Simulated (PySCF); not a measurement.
# C₄H₄B₂Cl₂: a tour of settings

Which settings matter for C₄H₄B₂Cl₂ (`BC(=C=C=C)B(Cl)Cl`), and how do bad ones show?

Computed with PySCF 2.14.0, with density-fitted response routines of our own, on a single molecule, in the gas phase or a continuum. Atoms are numbered from 0 throughout.

### 1 The molecule as given

12 atoms, charge 0, multiplicity 1; geometry from: GFN2-xTB.

Bonds of the start (Å): B0–C1 1.55, C1–C2 1.34, C2–C3 1.25, C3–C4 1.31, C1–B5 1.56, B5–Cl6 1.72, B5–Cl7 1.73, B0–H8 1.17, B0–H9 1.17, C4–H10 1.08, C4–H11 1.08.

### 2 NMR shieldings: PBE0/pcSseg-1

What the job is given:

```
{"job": {"kind": "nmr", "xc": "PBE0", "basis": "pcSseg-1"}, "charge": 0, "multiplicity": 1}
B     -1.150950     1.800544     0.348826
C     -0.848814     0.282446     0.237813
C      0.392634    -0.073294    -0.113223
C      1.557481    -0.399583    -0.441189
C      2.782626    -0.728365    -0.783654
B     -1.885439    -0.849150     0.503430
Cl    -3.508924    -0.505991     0.952275
Cl    -1.432511    -2.515690     0.352211
H     -0.299572     2.568906     0.126562
H     -2.219293     2.159944     0.650527
H      3.078491    -1.761362    -0.883194
H      3.535469     0.020908    -0.976412
```

Level: GIAO PBE0/pcSseg-1 NMR shielding, non-relativistic, gas phase.

The run is started by

```bash
OMP_NUM_THREADS=1 python probes_run.py task.json out
```

One launch serves the whole session: the jobs run in the order shown.

Output:

```text
coarse grid: 12248 points
cycle   1  E = -1124.2035392264  dE =  1.110e+00  |g| = 3.329e-01  |ddm| = 3.886e+00
cycle   2  E = -1124.1938622734  dE =  9.677e-03  |g| = 3.974e-01  |ddm| = 8.585e-01
cycle   3  E = -1124.2354309399  dE = -4.157e-02  |g| = 1.168e-01  |ddm| = 4.293e-01
cycle   4  E = -1124.2385072526  dE = -3.076e-03  |g| = 5.654e-02  |ddm| = 1.411e-01
cycle   5  E = -1124.2394194349  dE = -9.122e-04  |g| = 1.411e-02  |ddm| = 6.999e-02
cycle   6  E = -1124.2394728672  dE = -5.343e-05  |g| = 3.056e-03  |ddm| = 1.999e-02
cycle   7  E = -1124.2394749017  dE = -2.034e-06  |g| = 1.475e-03  |ddm| = 4.458e-03
final grid: 112232 points
cycle   8  E = -1124.2830210057  dE = -3.462e-05  |g| = 6.097e-03  |ddm| = 7.687e-02
cycle   9  E = -1124.2830200585  dE =  9.472e-07  |g| = 6.161e-03  |ddm| = 1.250e-02
cycle  10  E = -1124.2830292406  dE = -9.182e-06  |g| = 1.296e-03  |ddm| = 6.237e-03
cycle  11  E = -1124.2830296064  dE = -3.658e-07  |g| = 2.898e-04  |ddm| = 1.328e-03
cycle  12  E = -1124.2830296281  dE = -2.169e-08  |g| = 7.561e-05  |ddm| = 4.002e-04
cycle  13  E = -1124.2830296295  dE = -1.450e-09  |g| = 3.702e-05  |ddm| = 1.366e-04
cycle  14  E = -1124.2830296299  dE = -3.427e-10  |g| = 9.472e-06  |ddm| = 4.394e-05
converged SCF energy = -1124.2830296299

GIAO shielding tensors (ppm)
atom      isotropic    diamagn.    paramagn.     s11        s22        s33       span
  0 B       30.342     191.112    -160.770    -31.712     -2.604    125.343    157.055
  1 C       46.171     266.245    -220.074    -46.119     11.854    172.778    218.897
  2 C      -59.201     250.696    -309.897   -115.391    -48.761    -13.451    101.940
  3 C       -1.684     259.334    -261.018    -28.242    -11.663     34.852     63.093
  4 C       48.025     267.649    -219.624    -21.818     -5.027    170.920    192.737
  5 B       48.560     189.372    -140.812     26.046     36.472     83.161     57.115
  6 Cl     690.766    1146.347    -455.581    411.519    731.667    929.113    517.594
  7 Cl     700.181    1147.529    -447.348    443.713    745.872    910.957    467.244
  8 H       24.820      29.213      -4.393     19.891     26.745     27.822      7.931
  9 H       24.390      30.038      -5.648     18.256     25.729     29.185     10.929
 10 H       24.633      30.545      -5.911     23.459     23.722     26.720      3.261
 11 H       24.606      30.444      -5.839     23.623     23.800     26.394      2.771
```

It took 21 s on 1 thread of Arm Neoverse V1, shared host; peak memory 0.75 GiB.

The references, computed at this level on geometries of the same kind, shield at (ppm): 1H TMS 31.72, 13C TMS 186.9, 11B BF3·OEt2 100.1, 35Cl HCl 950. Their shielding less the atom's gives the shift. The references are single molecules in the gas phase. Atoms listed in one row are averaged.

| atoms | environment | σ (ppm) | δ (ppm) | δ scaled to CDCl3 |
| --- | --- | --- | --- | --- |
| C2 | inner carbon of a cumulene | -59.2 | 246.1 | 238.3 |
| C3 | inner carbon of a cumulene | -1.7 | 188.6 | 182.2 |
| C1 | terminal carbon of a cumulated C=C=C unit | 46.2 | 140.8 | 135.5 |
| C4 | terminal carbon of a cumulated C=C=C unit | 48.0 | 138.9 | 133.7 |
| H8, H9 | hydrogen on a boron bonded to C | 24.60 | 7.11 | – |
| H10, H11 | hydrogen on a terminal carbon of a cumulated C=C=C unit | 24.62 | 7.10 | 6.80 |
| B0 | boron bonded to C, 2 H | 30.3 | 69.7 | – |
| B5 | boron bonded to C, 2 Cl | 48.6 | 51.5 | – |
| Cl6, Cl7 | chlorine bonded to B | 695 | 254 | – |

The scaled column applies a straight-line fit of computed shieldings to shifts measured in CDCl3, with any fitted terms for Cl, Br or S neighbours (root-mean-square error 0.16 ppm for H, 1.9 ppm for C).

The run also stored atomic charges by several schemes (e):

| atoms | Mulliken | IAO | Hirshfeld | ESP fit |
| --- | --- | --- | --- | --- |
| B0 | 0.26 | 0.04 | 0.13 | 0.14 |
| C1 | -0.63 | -0.29 | -0.15 | 0.26 |
| C2 | 0.30 | 0.11 | 0.03 | -0.26 |
| C3 | -0.29 | -0.05 | -0.03 | 0.11 |
| C4 | -0.13 | -0.25 | -0.03 | -0.33 |
| B5 | 0.55 | 0.13 | 0.15 | 0.06 |
| Cl6, Cl7 | -0.18 | -0.04 | -0.06 | -0.09 |

Mayer bond orders: B0–C1 1.01, C1–C2 1.65, C2–C3 1.69, C3–C4 2.05, C1–B5 0.97, B5–Cl6 1.15, B5–Cl7 1.15.

### 3 Excited states and response: PBE0/def2-SVPD

Same as in step 2 but for these lines:

```diff
@@ -1,2 +1,2 @@
-{"job": {"kind": "nmr", "xc": "PBE0", "basis": "pcSseg-1"}, "charge": 0, "multiplicity": 1}
+{"job": {"kind": "uv", "xc": "PBE0", "basis": "def2-SVPD", "nstates": 6, "ntriplets": 2}, "charge": 0, "multiplicity": 1}
 B     -1.150950     1.800544     0.348826
```

Method: TDDFT PBE0/def2-SVPD, vertical, gas phase, core orbitals frozen in the response.

Output:

```text
coarse grid: 12248 points
cycle   1  E = -1123.7736779762  dE =  1.047e+00  |g| = 3.180e-01  |ddm| = 1.533e+01
cycle   2  E = -1123.7605394970  dE =  1.314e-02  |g| = 3.900e-01  |ddm| = 3.349e+00
cycle   3  E = -1123.8022971419  dE = -4.176e-02  |g| = 1.276e-01  |ddm| = 9.690e-01
cycle   4  E = -1123.8064769726  dE = -4.180e-03  |g| = 5.175e-02  |ddm| = 2.880e-01
cycle   5  E = -1123.8072395408  dE = -7.626e-04  |g| = 1.466e-02  |ddm| = 1.130e-01
cycle   6  E = -1123.8072986041  dE = -5.906e-05  |g| = 2.702e-03  |ddm| = 2.837e-02
cycle   7  E = -1123.8073005311  dE = -1.927e-06  |g| = 1.229e-03  |ddm| = 1.191e-02
final grid: 112232 points
cycle   8  E = -1123.9309289422  dE = -2.558e-05  |g| = 5.052e-03  |ddm| = 1.189e-01
cycle   9  E = -1123.9309284008  dE =  5.414e-07  |g| = 5.385e-03  |ddm| = 3.899e-02
cycle  10  E = -1123.9309363128  dE = -7.912e-06  |g| = 9.170e-04  |ddm| = 1.293e-02
cycle  11  E = -1123.9309365207  dE = -2.079e-07  |g| = 1.735e-04  |ddm| = 3.381e-03
cycle  12  E = -1123.9309365272  dE = -6.431e-09  |g| = 6.886e-05  |ddm| = 5.802e-04
cycle  13  E = -1123.9309365280  dE = -8.763e-10  |g| = 4.303e-05  |ddm| = 2.343e-04
cycle  14  E = -1123.9309365286  dE = -5.457e-10  |g| = 8.269e-06  |ddm| = 8.514e-05
converged SCF energy = -1123.9309365286

Static polarisability (au): isotropic 117.355, principal 62.489 99.818 189.759

Singlet excitations
state   eV       nm        f      main configurations
  1   2.6775    463.1   0.00000   H->L 0.99
  2   4.2760    290.0   0.00008   H-2->L 0.94
  3   4.3881    282.5   0.49324   H-1->L 0.94
  4   4.7623    260.3   0.00001   H-3->L 0.87
  5   5.0326    246.4   0.00007   H-5->L 0.71, H->L+1 0.19
  6   5.1025    243.0   0.00019   H->L+1 0.77, H-5->L 0.19

Triplet excitations (Tamm-Dancoff, eV): 2.2852 2.3344
```

Wall time 25 s (1 thread of Arm Neoverse V1, shared host); peak memory 0.87 GiB.

Frontier orbitals and where they lie:

| orbital | eV | atoms |
| --- | --- | --- |
| HOMO−3 | -9.38 | Cl6 45 %, B0 10 %, B5 9 % |
| HOMO−2 | -8.82 | Cl7 53 %, Cl6 24 %, B0 8 % |
| HOMO−1 | -8.03 | C1 26 %, C4 23 %, C3 15 % |
| HOMO | -7.77 | C3 32 %, C2 27 %, C1 9 % |
| LUMO | -3.43 | C4 23 %, C2 20 %, C1 13 % |
| LUMO+1 | -1.45 | B0 30 %, B5 24 %, C1 14 % |
| LUMO+2 | 0.21 | B5 30 %, B0 12 %, Cl7 11 % |

With each of the 6 states as a Gaussian band of 0.4 eV half-width at 1/e, the curve within the window shown has maxima at 282 nm (ε 20,000) L/(mol cm). Beyond the last state computed it falls off for lack of states. The curve at chosen wavelengths:

| nm | ε (L/mol/cm) |
| --- | --- |
| 229 | 38 |
| 244 | 1093 |
| 258 | 7053 |
| 273 | 17508 |
| 288 | 18979 |
| 302 | 11836 |
| 317 | 4648 |
| 332 | 1322 |
| 346 | 331 |
| 361 | 64 |
| 376 | 11 |
| 390 | 2 |
| 405 | 0 |
| 420 | 0 |
| 435 | 0 |
| 449 | 0 |
| 464 | 0 |
| 479 | 0 |
| 493 | 0 |
| 508 | 0 |
| 523 | 0 |
| 537 | 0 |
| 552 | 0 |
| 567 | 0 |
| 581 | 0 |
| 596 | 0 |

Further results of this job:

| property | computed |
| --- | --- |
| dipole moment (D) | 3.21 |
| polarisability (Å³) | 17.39 |
| HOMO–LUMO gap (eV) | 4.34 |
| −ε(HOMO) (eV) | 7.77 |

### 4 Ultraviolet spectrum: mPW1PW91/def2-SVPD in dichloromethane

Same as in step 3 but for these lines:

```diff
@@ -1,2 +1,2 @@
-{"job": {"kind": "uv", "xc": "PBE0", "basis": "def2-SVPD", "nstates": 6, "ntriplets": 2}, "charge": 0, "multiplicity": 1}
+{"job": {"kind": "uv", "xc": "mPW1PW91", "basis": "def2-SVPD", "solvent": "dichloromethane", "nstates": 3, "ntriplets": 5, "tda": false, "scf": {"guess": "sap"}}, "charge": 0, "multiplicity": 1}
 B     -1.150950     1.800544     0.348826
```

Method: TDDFT mPW1PW91/def2-SVPD, vertical, IEF-PCM dichloromethane (non-equilibrium linear response), core orbitals frozen in the response.

Output:

```text
final grid: 112232 points
cycle   1  E = -1072.3255750051  dE =  4.438e+01  |g| = 8.789e+00  |ddm| = 5.022e+01
cycle   2  E = -1024.6690488114  dE =  4.766e+01  |g| = 1.248e+01  |ddm| = 5.395e+02
cycle   3  E = -1099.5473670847  dE = -7.488e+01  |g| = 6.606e+00  |ddm| = 5.297e+02
cycle   4  E = -1117.0816920365  dE = -1.753e+01  |g| = 3.777e+00  |ddm| = 4.610e+01
cycle   5  E = -1115.2938810943  dE =  1.788e+00  |g| = 4.155e+00  |ddm| = 2.068e+01
cycle   6  E = -1124.2252951513  dE = -8.931e+00  |g| = 9.094e-01  |ddm| = 1.743e+01
cycle   7  E = -1124.0016378625  dE =  2.237e-01  |g| = 1.289e+00  |ddm| = 3.707e+00
cycle   8  E = -1124.4771254134  dE = -4.755e-01  |g| = 1.622e-01  |ddm| = 2.231e+00
cycle   9  E = -1124.4806935690  dE = -3.568e-03  |g| = 1.287e-01  |ddm| = 4.912e-01
cycle  10  E = -1124.4855839198  dE = -4.890e-03  |g| = 3.153e-02  |ddm| = 3.510e-01
cycle  11  E = -1124.4857873407  dE = -2.034e-04  |g| = 1.609e-02  |ddm| = 1.763e-01
cycle  12  E = -1124.4858486272  dE = -6.129e-05  |g| = 7.223e-03  |ddm| = 4.190e-02
cycle  13  E = -1124.4858631761  dE = -1.455e-05  |g| = 3.518e-03  |ddm| = 3.032e-02
cycle  14  E = -1124.4858664367  dE = -3.261e-06  |g| = 6.393e-04  |ddm| = 1.259e-02
cycle  15  E = -1124.4858665495  dE = -1.128e-07  |g| = 1.150e-04  |ddm| = 1.986e-03
cycle  16  E = -1124.4858665526  dE = -3.156e-09  |g| = 6.004e-05  |ddm| = 6.840e-04
cycle  17  E = -1124.4858665536  dE = -9.848e-10  |g| = 1.189e-05  |ddm| = 2.798e-04
converged SCF energy = -1124.4858665536

Static polarisability (au): isotropic 158.630, principal 80.449 127.039 268.401

Singlet excitations
state   eV       nm        f      main configurations
  1   2.7102    457.5   0.00000   H->L 0.99
  2   4.2122    294.3   0.65677   H-1->L 0.96
  3   4.5336    273.5   0.00009   H-2->L 0.93

Triplet excitations (Tamm-Dancoff, eV): 2.2964 2.3714 4.3576 4.6807 4.7015
```

It took 34 s on 1 thread of Arm Neoverse V1, shared host; peak memory 0.9 GiB.

This run: HOMO -7.69 eV, LUMO -3.30 eV; lowest singlet 2.71 eV.

### 5 TDDFT and polarisability: PBE0/6-31++G**

Same as in step 4 but for these lines:

```diff
@@ -1,2 +1,2 @@
-{"job": {"kind": "uv", "xc": "mPW1PW91", "basis": "def2-SVPD", "solvent": "dichloromethane", "nstates": 3, "ntriplets": 5, "tda": false, "scf": {"guess": "sap"}}, "charge": 0, "multiplicity": 1}
+{"job": {"kind": "uv", "xc": "PBE0", "basis": "6-31++G**", "nstates": 3, "ntriplets": 5, "tda": false, "scf": {"diis": false, "max_cycle": 95}}, "charge": 0, "multiplicity": 1}
 B     -1.150950     1.800544     0.348826
```

With the program's defaults for keys left out, this is: TDDFT PBE0/6-31++G**, vertical, gas phase, core orbitals frozen in the response.

Output:

```text
final grid: 112232 points
cycle   1  E = -1124.2839688440  dE =  1.132e+00  |g| = 3.293e-01  |ddm| = 8.535e+02
cycle   2  E = -1124.2746525602  dE =  9.316e-03  |g| = 3.843e-01  |ddm| = 1.577e+00
cycle   3  E = -1124.2021226695  dE =  7.253e-02  |g| = 6.132e-01  |ddm| = 1.452e+00
cycle   4  E = -1123.8010847680  dE =  4.010e-01  |g| = 1.259e+00  |ddm| = 2.475e+00
cycle   5  E = -1118.6874609451  dE =  5.114e+00  |g| = 3.330e+00  |ddm| = 8.729e+00
cycle   6  E = -1028.8776943985  dE =  8.981e+01  |g| = 1.188e+01  |ddm| = 1.124e+03
cycle   7  E = -988.6936878251  dE =  4.018e+01  |g| = 1.136e+01  |ddm| = 1.125e+03
cycle   8  E = -617.1098873090  dE =  3.716e+02  |g| = 2.155e+01  |ddm| = 6.549e+02
cycle   9  E = -876.0011806693  dE = -2.589e+02  |g| = 1.227e+01  |ddm| = 6.605e+02
cycle  10  E = -591.5469399439  dE =  2.845e+02  |g| = 2.026e+01  |ddm| = 1.091e+03
[... 75 cycles left out ...]
cycle  86  E = -601.3145909024  dE =  2.168e+02  |g| = 1.993e+01  |ddm| = 1.052e+03
cycle  87  E = -818.1394682952  dE = -2.168e+02  |g| = 1.038e+01  |ddm| = 1.052e+03
cycle  88  E = -601.3145909025  dE =  2.168e+02  |g| = 1.993e+01  |ddm| = 1.052e+03
cycle  89  E = -818.1394682952  dE = -2.168e+02  |g| = 1.038e+01  |ddm| = 1.052e+03
cycle  90  E = -601.3145909024  dE =  2.168e+02  |g| = 1.993e+01  |ddm| = 1.052e+03
cycle  91  E = -818.1394682952  dE = -2.168e+02  |g| = 1.038e+01  |ddm| = 1.052e+03
cycle  92  E = -601.3145909025  dE =  2.168e+02  |g| = 1.993e+01  |ddm| = 1.052e+03
cycle  93  E = -818.1394682952  dE = -2.168e+02  |g| = 1.038e+01  |ddm| = 1.052e+03
cycle  94  E = -601.3145909024  dE =  2.168e+02  |g| = 1.993e+01  |ddm| = 1.052e+03
cycle  95  E = -818.1394682952  dE = -2.168e+02  |g| = 1.038e+01  |ddm| = 1.052e+03
SCF not converged, last energy = -818.1394682952
```

It took 77 s on 1 thread of Arm Neoverse V1, shared host; peak memory 0.7 GiB.

Diagnosis: The SCF swings between two densities 216.82 Eh apart: plain iteration without DIIS overshoots. The remedy is to turn DIIS on. Numbers printed on the way are no properties of the molecule.

### 6 Nuclear shieldings: KT3/pcSseg-1 in water

Same as in step 5 but for these lines:

```diff
@@ -1,2 +1,2 @@
-{"job": {"kind": "uv", "xc": "PBE0", "basis": "6-31++G**", "nstates": 3, "ntriplets": 5, "tda": false, "scf": {"diis": false, "max_cycle": 95}}, "charge": 0, "multiplicity": 1}
+{"job": {"kind": "nmr", "xc": "KT3", "basis": "pcSseg-1", "solvent": "water", "pop": true}, "charge": 0, "multiplicity": 1}
 B     -1.150950     1.800544     0.348826
```

Method: GIAO KT3/pcSseg-1 NMR shielding, non-relativistic, IEF-PCM water.

Output:

```text
coarse grid: 12248 points
cycle   1  E = -1134.4620139927  dE =  9.167e-01  |g| = 4.667e-01  |ddm| = 3.998e+00
cycle   2  E = -1134.4322284987  dE =  2.979e-02  |g| = 5.518e-01  |ddm| = 1.368e+00
cycle   3  E = -1134.5035213802  dE = -7.129e-02  |g| = 2.283e-01  |ddm| = 8.049e-01
cycle   4  E = -1134.5193899364  dE = -1.587e-02  |g| = 5.465e-02  |ddm| = 2.338e-01
cycle   5  E = -1134.5201646348  dE = -7.747e-04  |g| = 2.082e-02  |ddm| = 7.251e-02
cycle   6  E = -1134.5202751271  dE = -1.105e-04  |g| = 7.656e-03  |ddm| = 2.462e-02
cycle   7  E = -1134.5202911990  dE = -1.607e-05  |g| = 1.975e-03  |ddm| = 1.076e-02
cycle   8  E = -1134.5202922021  dE = -1.003e-06  |g| = 7.663e-04  |ddm| = 2.948e-03
final grid: 112232 points
cycle   9  E = -1134.5291193492  dE = -1.848e-04  |g| = 2.242e-02  |ddm| = 2.035e-01
cycle  10  E = -1134.5290791835  dE =  4.017e-05  |g| = 2.086e-02  |ddm| = 4.133e-02
cycle  11  E = -1134.5291573063  dE = -7.812e-05  |g| = 7.844e-03  |ddm| = 2.994e-02
cycle  12  E = -1134.5291741055  dE = -1.680e-05  |g| = 2.585e-03  |ddm| = 8.773e-03
cycle  13  E = -1134.5291759596  dE = -1.854e-06  |g| = 7.711e-04  |ddm| = 2.765e-03
cycle  14  E = -1134.5291761303  dE = -1.707e-07  |g| = 2.167e-04  |ddm| = 9.115e-04
cycle  15  E = -1134.5291761448  dE = -1.444e-08  |g| = 3.256e-05  |ddm| = 3.224e-04
cycle  16  E = -1134.5291761450  dE = -2.769e-10  |g| = 1.251e-05  |ddm| = 4.762e-05
converged SCF energy = -1134.5291761450

GIAO shielding tensors (ppm)
atom      isotropic    diamagn.    paramagn.     s11        s22        s33       span
  0 B       40.401     192.984    -152.583    -11.427      8.987    123.642    135.070
  1 C       56.625     266.060    -209.435    -28.130     30.465    167.540    195.670
  2 C      -36.058     247.778    -283.836    -87.060    -25.785      4.671     91.730
  3 C       15.972     256.531    -240.559     -7.447     12.560     42.802     50.249
  4 C       48.805     270.860    -222.054    -11.905     -9.185    167.507    179.412
  5 B       54.820     191.396    -136.577     36.375     45.614     82.471     46.096
  6 Cl     705.039    1148.649    -443.610    451.392    745.749    917.975    466.583
  7 Cl     713.649    1149.902    -436.253    479.730    760.080    901.136    421.406
  8 H       25.400      30.079      -4.678     20.995     27.172     28.033      7.039
  9 H       24.992      30.699      -5.707     19.352     26.130     29.495     10.143
 10 H       24.294      30.665      -6.371     23.164     23.461     26.258      3.094
 11 H       24.256      30.527      -6.271     23.287     23.590     25.891      2.603
```

Wall time 17 s (1 thread of Arm Neoverse V1, shared host); peak memory 0.72 GiB.

Key values: δ C2 221.6, C3 169.6, C4 136.8, C1 128.9, H10 7.46, H8 6.54 ppm (means over like atoms).

### 7 Run by run: NMR shifts

Isotropic shieldings (ppm) of some atoms, chosen among heavy atoms and hydrogens apart, means over like atoms, with basis size and wall time:

| run | C2 | C3 | C1 | H8 | H10 | B0 | Cl6 | functions | time |
| --- | --- | --- | --- | --- | --- | --- | --- | --- | --- |
| PBE0/pcSseg-1 | -59.2 | -1.7 | 46.2 | 24.60 | 24.62 | 30.3 | 695 | 170 | 21 s |
| KT3/pcSseg-1 in water | -36.1 | 16.0 | 56.6 | 25.20 | 24.28 | 40.4 | 709 | 170 | 17 s |

### 8 Run by run: electronic excitations

Excitations and ground-state properties, with basis size and wall time:

| run | lowest singlet (eV) | brightest (eV) | f | gap (eV) | α (Å³) | μ (D) | functions | time |
| --- | --- | --- | --- | --- | --- | --- | --- | --- |
| PBE0/def2-SVPD | 2.68 | 4.39 | 0.493 | 4.34 | 17.39 | 3.21 | 206 | 25 s |
| mPW1PW91/def2-SVPD in dichloromethane | 2.71 | 4.21 | 0.657 | 4.39 | 23.51 | 4.43 | 206 | 34 s |

### 9 Results

| quantity | value |
| --- | --- |
| 13C shifts against TMS (PBE0/pcSseg-1) | 246.1, 188.6, 140.8, 138.9 ppm |
| 1H shifts against TMS (PBE0/pcSseg-1, means over atoms taken as alike) | 7.11, 7.10 ppm |
| 11B shifts against BF3·OEt2 (PBE0/pcSseg-1) | 69.7, 51.5 ppm |
| 35Cl shifts against HCl (PBE0/pcSseg-1, means over atoms taken as alike) | 254 ppm |
| lowest singlet (PBE0/def2-SVPD) | 2.68 eV (463 nm), f = 0.000 |
| brightest single state of those computed | state 3, 4.39 eV, f = 0.493 |
| lowest triplet | 2.29 eV |
| range of the shielding of C2 | -59.2 to -36.1 ppm |
| range of the lowest singlet | 2.68 to 2.71 eV |
| property runs in this session | 5, of which 1 failed and 0 gave unsound results |

**Reading.** Single values in the summary come from the first run of each kind that ended normally (PBE0/pcSseg-1; PBE0/def2-SVPD), which need not be the best level. At PBE0/pcSseg-1: The widest tensor belongs to Cl6, Cl7: span 492 ppm, with a paramagnetic part of -451 ppm. The lowest singlet, at 2.68 eV, is HOMO→LUMO 0.99 and is dark; of the 6 states computed, the strongest absorption comes from state 3 at 4.39 eV. The lowest triplet lies 0.39 eV below the lowest singlet (triplets in Tamm-Dancoff, singlets in full TDDFT). Across the 2 runs the shielding of C2 moves most, between -59.2 (PBE0/pcSseg-1) and -36.1 ppm (KT3/pcSseg-1 in water). The lowest singlet runs from 2.68 eV (PBE0/def2-SVPD) to 2.71 eV (mPW1PW91/def2-SVPD in dichloromethane), while the orbital gap spans 4.34 to 4.39 eV. The lowest state need not be the same one in every run. The runs solved for a few states only, so the brightest column depends on that window.
